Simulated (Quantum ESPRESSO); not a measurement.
## LaBi: equation of state with PBE

**What was measured.**

“Tuning the electronic and the crystalline structure of LaBi by pressure”, 2016, arxiv:1607.03560 reports, for a powder of LaBi: bulk modulus 52 ± 1 GPa.

LaBi:

```xyz
2
Lattice="0.0000 3.2825 3.2825 3.2825 0.0000 3.2825 3.2825 3.2825 0.0000" Properties=species:S:1:pos:R:3 pbc="T T T"
Bi    3.2825    3.2825    3.2825
La    0.0000    0.0000    0.0000
```

```
Program             : Quantum ESPRESSO 7.5
Task                : equation of state
Functional          : PBE
Potentials or basis : SSSP 1.3 efficiency PBE
Cutoff              : 748 eV
Density cutoff      : 5987 eV
k mesh              : 7 × 7 × 7
Occupations         : fermi-dirac, width 0.05 eV
Spin                : no spin polarisation
Mixing beta         : 0.5
Most SCF iterations : 120
SCF threshold       : 4e-10 Ry
```

```
Equilibrium volume                      : 36.94 Å³/atom
Bulk modulus                            : 48 GPa
Pressure derivative of the bulk modulus : 4.3
```

Energy against volume, from the lowest point:
```csv
volume (Å³/atom),energy (meV/atom)
33.246,66.10
33.954,41.61
34.661,23.34
35.368,10.66
36.076,3.05
36.783,0.00
37.490,1.07
```

All runs of the series together: 11 min on 1 thread of AMD EPYC 7R43 64-Core Processor (Zen 3), on a shared host.

A measured bulk modulus of LaBi is 52 GPa (powder; “Tuning the electronic and the crystalline structure of LaBi by pressure”, 2016, arxiv:1607.03560); the calculated 48 GPa misses it by -8.4 %. The fit is for a static lattice scaled at fixed shape and fixed fractional positions.

 PBE usually gives volumes a little too large and moduli too small.
